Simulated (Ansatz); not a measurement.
# TaCl+ (doublet): from Hartree-Fock to the top rungs, def2-TZVPP

One table from this session's results is given with a row withheld; the runs are named, their logs left out.

Program: Ansatz 0.2.0, Gaussian basis. Level of theory: def2-TZVPP, core rule «outside noble gas», up to 9 orbitals frozen. These are calculated values, not measurements.

The runs, in order: UHF; ROHF; CCSD(T) on UHF.

2 further runs of the same task are left out: 2 set aside as unsound or not needed.

## What is computed

The geometry is a PBE0/def2-TZVP stationary point (not a proven minimum) of the parent state, kept for this charge and spin. No spin-orbit coupling is included. Elements past krypton take def2 core potentials.

2 atoms, charge 1, spin multiplicity 2.

Atoms are counted from 1 here; the program's logs count them from 0.

Bond lengths: Ta1–Cl2 2.208 Å.

The first run:

The input, in.yaml:

```yaml
crystal:
  periodic: [false, false, false]
  atoms:
    - {symbol: Ta, position_ang: [0.000000, 0.000000, 0.000000]}
    - {symbol: Cl, position_ang: [0.000000, 0.000000, 2.208400]}
basis:
  gaussian: {orbitals: def2-TZVPP}
total_charge: 1
magnetization: {spin_polarized: true, initial_magnetization: 1}
hamiltonian: {xc: hf}
output: {orbitals: {seedname: orbitals}}
```

The run is started by

```
ansatz run in.yaml --threads 1 --pin off --events-out ev --progress --plain --max-ram 4096MiB --backend cpu
```

Among the steps run: UHF; ROHF; CCSD(T) on UHF.

One table of the session follows, with a row left open; its other results are not shown here.

| method | from UCCSD(T) (kcal/mol) |
| --- | --- |
| ROHF | +206.21 |
| UHF | +187.25 |
| UMP2 | ? |
| UCCSD | +11.31 |
| UCCSD(T) | 0 |

Estimate the missing values for UMP2.

As computed: from UCCSD(T) (kcal/mol): +27.90. In the column «from UCCSD(T) (kcal/mol)» it lies between UCCSD (+11.31) and UHF (+187.25).

The program flags UCCSD(T) as in doubt (see the logs), so the zero of the table is itself unsure.

Caveats from the session: The determinant is far from a pure spin state, so its energy mixes those of several spin states (harmless only where they are near-degenerate, as at dissociation). The program flags UCCSD(T) as in doubt, so the zero of the table is itself unsure. Warnings: spin contamination; coupled cluster took another determinant than the lowest.
